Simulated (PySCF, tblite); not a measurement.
# C₂H₁₀N₂Si: dynamics, then NMR shifts on frames, part 2 of 2

tblite 0.8.0 and PySCF 2.14.0. Atoms count from 0.

**5. Nuclear shieldings: 625 fs, PBE0/pcSseg-1**

The job: settings as JSON, then the geometry in Å.

```
{"job": {"kind": "nmr", "xc": "PBE0", "basis": "pcSseg-1", "pop": false}, "charge": 0, "multiplicity": 1}
C     -2.132800    -0.161000     0.218400
N     -0.986500     0.658700    -0.024400
C     -1.152900     1.743400    -0.978400
Si     0.542300    -0.085200     0.063800
N      1.566400     1.239900     0.549700
H     -2.338400    -0.857000    -0.599300
H     -3.052400     0.438900     0.442900
H     -1.871400    -0.747300     1.042900
H     -1.348000     1.378900    -1.985400
H     -0.207500     2.332700    -0.965800
H     -2.063900     2.344200    -0.741100
H      0.185300    -1.188000     0.985200
H      1.031600    -0.560800    -1.168000
H      1.617800     1.563900     1.546100
H      2.511400     1.059000     0.254700
```

With the program's defaults for keys left out, this is: GIAO PBE0/pcSseg-1 NMR shielding, non-relativistic, gas phase.

The log of the run:

```text
coarse grid: 12120 points
cycle   1  E = -480.7747645258  dE =  3.749e-01  |g| = 5.045e-01  |ddm| = 3.263e+00
cycle   2  E = -480.7234805249  dE =  5.128e-02  |g| = 7.000e-01  |ddm| = 1.223e+00
cycle   3  E = -480.8332953750  dE = -1.098e-01  |g| = 5.907e-02  |ddm| = 7.835e-01
cycle   4  E = -480.8339383510  dE = -6.430e-04  |g| = 2.222e-02  |ddm| = 5.792e-02
cycle   5  E = -480.8340365111  dE = -9.816e-05  |g| = 6.224e-03  |ddm| = 1.742e-02
cycle   6  E = -480.8340434206  dE = -6.909e-06  |g| = 2.183e-03  |ddm| = 6.084e-03
final grid: 110048 points
cycle   7  E = -480.8572532910  dE = -1.993e-05  |g| = 8.657e-03  |ddm| = 1.912e-02
cycle   8  E = -480.8572392455  dE =  1.405e-05  |g| = 1.191e-02  |ddm| = 1.585e-02
cycle   9  E = -480.8572697461  dE = -3.050e-05  |g| = 8.222e-04  |ddm| = 9.324e-03
cycle  10  E = -480.8572698972  dE = -1.511e-07  |g| = 1.622e-04  |ddm| = 7.097e-04
cycle  11  E = -480.8572699031  dE = -5.972e-09  |g| = 3.398e-05  |ddm| = 1.574e-04
cycle  12  E = -480.8572699033  dE = -1.799e-10  |g| = 2.030e-05  |ddm| = 4.714e-05
converged SCF energy = -480.8572699033

GIAO shielding tensors (ppm)
atom      isotropic    diamagn.    paramagn.     s11        s22        s33       span
  0 C      146.826     246.278     -99.452    123.485    132.625    184.367     60.882
  1 N      237.326     328.301     -90.975    205.139    236.958    269.881     64.743
  2 C      145.857     244.409     -98.552    119.322    135.748    182.501     63.179
  3 Si     371.380     882.849    -511.468    332.832    354.752    426.558     93.726
  4 N      244.691     317.104     -72.413    214.420    255.942    263.712     49.292
  5 H       29.280      30.098      -0.818     24.203     27.072     36.565     12.362
  6 H       28.793      28.693       0.101     24.591     26.343     35.446     10.855
  7 H       29.379      32.430      -3.051     24.691     28.199     35.248     10.557
  8 H       29.555      29.765      -0.211     25.156     27.311     36.197     11.041
  9 H       27.134      28.617      -1.483     21.415     27.887     32.102     10.687
 10 H       28.915      28.188       0.727     24.758     26.679     35.310     10.553
 11 H       26.720      32.421      -5.701     22.929     26.241     30.991      8.062
 12 H       27.731      32.693      -4.962     24.074     25.838     33.282      9.208
 13 H       29.999      29.745       0.254     23.344     26.157     40.495     17.151
 14 H       31.845      31.013       0.832     24.901     27.314     43.320     18.419
```

It took 11 s on 1 thread of Arm Neoverse V1, shared host; peak memory 0.76 GiB.

In short: δ C2 41.1, C0 40.1, N1 30.4, N4 23.0, H11 5.00, H9 4.58 ppm.

**6. Nuclear shieldings: 800 fs, PBE0/pcSseg-1**

The job: settings as JSON, then the geometry in Å.

```
{"job": {"kind": "nmr", "xc": "PBE0", "basis": "pcSseg-1", "pop": false}, "charge": 0, "multiplicity": 1}
C     -1.958600    -0.737500     0.888800
N     -1.136800     0.242200     0.275600
C     -1.504600     0.683100    -1.030100
Si     0.524500     0.422900     0.790600
N      1.202500     1.860200     0.022800
H     -1.880700    -1.608100     0.211400
H     -3.038600    -0.555300     1.038900
H     -1.576600    -0.917400     1.968100
H     -2.122600    -0.039400    -1.458300
H     -0.610400     0.801400    -1.744900
H     -2.080600     1.714200    -1.071600
H      0.596200     0.489800     2.299100
H      1.450000    -0.477700     0.187300
H      0.673900     2.702500     0.258500
H      2.192900     1.980000     0.102900
```

Level: GIAO PBE0/pcSseg-1 NMR shielding, non-relativistic, gas phase.

The log of the run:

```text
coarse grid: 12120 points
cycle   1  E = -480.7662848946  dE =  2.873e-01  |g| = 4.958e-01  |ddm| = 3.268e+00
cycle   2  E = -480.7187878620  dE =  4.750e-02  |g| = 6.818e-01  |ddm| = 1.138e+00
cycle   3  E = -480.8216561997  dE = -1.029e-01  |g| = 4.637e-02  |ddm| = 7.232e-01
cycle   4  E = -480.8220268831  dE = -3.707e-04  |g| = 2.045e-02  |ddm| = 5.017e-02
cycle   5  E = -480.8221049149  dE = -7.803e-05  |g| = 6.552e-03  |ddm| = 1.800e-02
cycle   6  E = -480.8221125869  dE = -7.672e-06  |g| = 1.863e-03  |ddm| = 6.360e-03
final grid: 110048 points
cycle   7  E = -480.8452644865  dE = -1.781e-05  |g| = 7.760e-03  |ddm| = 1.799e-02
cycle   8  E = -480.8452528751  dE =  1.161e-05  |g| = 1.078e-02  |ddm| = 1.463e-02
cycle   9  E = -480.8452774593  dE = -2.458e-05  |g| = 5.256e-04  |ddm| = 8.540e-03
cycle  10  E = -480.8452775177  dE = -5.841e-08  |g| = 1.531e-04  |ddm| = 4.973e-04
cycle  11  E = -480.8452775230  dE = -5.353e-09  |g| = 3.295e-05  |ddm| = 1.402e-04
cycle  12  E = -480.8452775233  dE = -2.356e-10  |g| = 1.227e-05  |ddm| = 4.075e-05
converged SCF energy = -480.8452775233

GIAO shielding tensors (ppm)
atom      isotropic    diamagn.    paramagn.     s11        s22        s33       span
  0 C      145.100     244.220     -99.120    125.076    129.586    180.638     55.562
  1 N      256.626     330.705     -74.079    213.401    266.710    289.766     76.365
  2 C      145.163     243.707     -98.545    119.173    135.524    180.791     61.617
  3 Si     376.196     881.544    -505.347    337.022    361.800    429.767     92.744
  4 N      245.149     318.895     -73.746    202.674    258.675    274.098     71.424
  5 H       28.405      29.372      -0.967     22.178     27.298     35.740     13.562
  6 H       28.663      27.767       0.895     25.014     25.664     35.310     10.296
  7 H       27.391      28.052      -0.661     22.653     26.153     33.368     10.715
  8 H       30.505      31.217      -0.712     26.821     27.996     36.700      9.879
  9 H       26.926      28.917      -1.992     22.168     26.277     32.331     10.163
 10 H       27.216      26.615       0.601     22.583     24.464     34.602     12.019
 11 H       25.948      30.152      -4.204     22.344     24.621     30.880      8.535
 12 H       27.231      32.537      -5.306     23.229     25.800     32.663      9.433
 13 H       31.300      31.075       0.226     24.150     28.671     41.079     16.929
 14 H       31.538      31.461       0.076     25.085     26.539     42.989     17.905
```

Wall time 11 s (1 thread of Arm Neoverse V1, shared host); peak memory 0.76 GiB.

Key values: δ C0 41.8, C2 41.8, N4 22.6, N1 11.1, H11 5.77, H9 4.79 ppm.

**7. NMR shieldings: 1000 fs, PBE0/pcSseg-1**

The job: settings as JSON, then the geometry in Å.

```
{"job": {"kind": "nmr", "xc": "PBE0", "basis": "pcSseg-1", "pop": false}, "charge": 0, "multiplicity": 1}
C     -1.679900    -0.411300     1.083900
N     -0.790500     0.484900     0.364100
C     -1.198600     0.493600    -1.003400
Si     0.826700     0.783800     0.824400
N      1.205400     2.164900    -0.200600
H     -1.508800    -1.452000     0.778400
H     -2.671400    -0.084700     0.808600
H     -1.624500    -0.255100     2.138700
H     -1.296500    -0.573200    -1.399800
H     -0.386200     0.982000    -1.526200
H     -2.139600     1.013100    -1.196700
H      0.752600     0.826500     2.239900
H      1.743200    -0.248500     0.593200
H      1.281000     3.049100     0.228000
H      2.081500     2.162300    -0.740200
```

Method: GIAO PBE0/pcSseg-1 NMR shielding, non-relativistic, gas phase.

The log of the run:

```text
coarse grid: 12120 points
cycle   1  E = -480.7694091010  dE =  4.174e-01  |g| = 5.011e-01  |ddm| = 3.274e+00
cycle   2  E = -480.7208984555  dE =  4.851e-02  |g| = 6.888e-01  |ddm| = 1.182e+00
cycle   3  E = -480.8266793297  dE = -1.058e-01  |g| = 6.102e-02  |ddm| = 7.576e-01
cycle   4  E = -480.8273676736  dE = -6.883e-04  |g| = 2.368e-02  |ddm| = 6.221e-02
cycle   5  E = -480.8274754371  dE = -1.078e-04  |g| = 6.783e-03  |ddm| = 1.883e-02
cycle   6  E = -480.8274838717  dE = -8.435e-06  |g| = 2.273e-03  |ddm| = 6.864e-03
final grid: 110048 points
cycle   7  E = -480.8507212963  dE = -2.381e-05  |g| = 8.210e-03  |ddm| = 2.083e-02
cycle   8  E = -480.8507095055  dE =  1.179e-05  |g| = 1.115e-02  |ddm| = 1.475e-02
cycle   9  E = -480.8507360401  dE = -2.653e-05  |g| = 7.402e-04  |ddm| = 8.539e-03
cycle  10  E = -480.8507361616  dE = -1.214e-07  |g| = 1.788e-04  |ddm| = 6.748e-04
cycle  11  E = -480.8507361687  dE = -7.059e-09  |g| = 3.566e-05  |ddm| = 1.603e-04
cycle  12  E = -480.8507361689  dE = -2.897e-10  |g| = 8.625e-06  |ddm| = 4.724e-05
converged SCF energy = -480.8507361689

GIAO shielding tensors (ppm)
atom      isotropic    diamagn.    paramagn.     s11        s22        s33       span
  0 C      145.707     244.424     -98.717    120.666    130.888    185.566     64.900
  1 N      236.979     326.966     -89.987    211.471    236.011    263.455     51.984
  2 C      144.355     247.905    -103.550    115.888    138.415    178.760     62.872
  3 Si     383.658     881.918    -498.260    336.817    361.590    452.566    115.749
  4 N      257.003     312.807     -55.804    235.474    266.831    268.704     33.230
  5 H       29.212      29.524      -0.311     24.536     27.186     35.916     11.380
  6 H       29.444      29.499      -0.055     25.219     27.116     35.997     10.777
  7 H       29.255      30.164      -0.909     24.914     27.223     35.628     10.714
  8 H       28.907      30.116      -1.209     24.787     26.674     35.260     10.473
  9 H       27.581      31.150      -3.569     21.412     29.495     31.835     10.423
 10 H       29.199      29.921      -0.722     24.791     26.858     35.947     11.156
 11 H       27.454      32.030      -4.576     23.646     26.067     32.649      9.003
 12 H       27.730      32.615      -4.885     23.836     25.962     33.391      9.555
 13 H       32.026      30.447       1.580     24.785     26.806     44.489     19.703
 14 H       31.032      30.052       0.981     24.098     26.283     42.716     18.618
```

It took 11 s on 1 thread of Arm Neoverse V1, shared host; peak memory 0.76 GiB.

In short: δ C2 42.6, C0 41.2, N1 30.7, N4 10.7, H11 4.26, H9 4.14 ppm.

**8. Comparing the runs: NMR shifts**

Shifts (ppm) of some atoms, chosen among heavy atoms and hydrogens apart, with basis size and wall time:

```tsv
frame	C2	C0	H8	H7	N4	N1	Si3	functions	time
250 fs	42.1	41.0	2.33	1.88	13.8	3.7	-32.0	142	15 s
425 fs	52.7	41.4	4.29	2.87	10.7	6.4	-35.9	142	11 s
625 fs	41.1	40.1	2.16	2.34	23.0	30.4	-22.2	142	11 s
800 fs	41.8	41.8	1.21	4.33	22.6	11.1	-27.0	142	11 s
1000 fs	42.6	41.2	2.81	2.46	10.7	30.7	-34.5	142	11 s
```

**9. What came out**

The summary covers parts 1 to 2.

| quantity | value |
| --- | --- |
| thermostat | 300 K |
| mean temperature, second half | 361 K |
| mean potential energy above the minimum | 0.63 eV |
| ¹³C shifts against TMS (PBE0/pcSseg-1, 250 fs) | 42.1, 41.0 ppm |
| ¹H shifts against TMS (PBE0/pcSseg-1, 250 fs) | 5.18, 4.83, 4.14, 3.29, 3.29, 2.40, 2.33, 1.88, 0.49, 0.20 ppm |
| ¹⁵N shifts against NH3 (PBE0/pcSseg-1, 250 fs) | 13.8, 3.7 ppm |
| ²⁹Si shifts against TMS (PBE0/pcSseg-1, 250 fs) | -32.0 ppm |
| surface potential, 1st and 99th percentile | -1.55 V and 1.46 V |
| range of the shift of N1 | 3.7 to 30.7 ppm |

**Reading.** In the second half the potential energy averages 0.63 eV above the minimum; equipartition over 39 harmonic modes at 300 K would give 0.50 eV. With 15 atoms the temperature swings widely (129 to 538 K). Shifts at one fixed geometry are not the observed spectrum, which averages over the motion. In the first frame run (250 fs): Shielding is most anisotropic at N1 (span 89 ppm, paramagnetic term -64 ppm). In ppm, N1 moves most: its shift spreads over 27.1 ppm, from 3.7 (250 fs) to 30.7 (1000 fs).
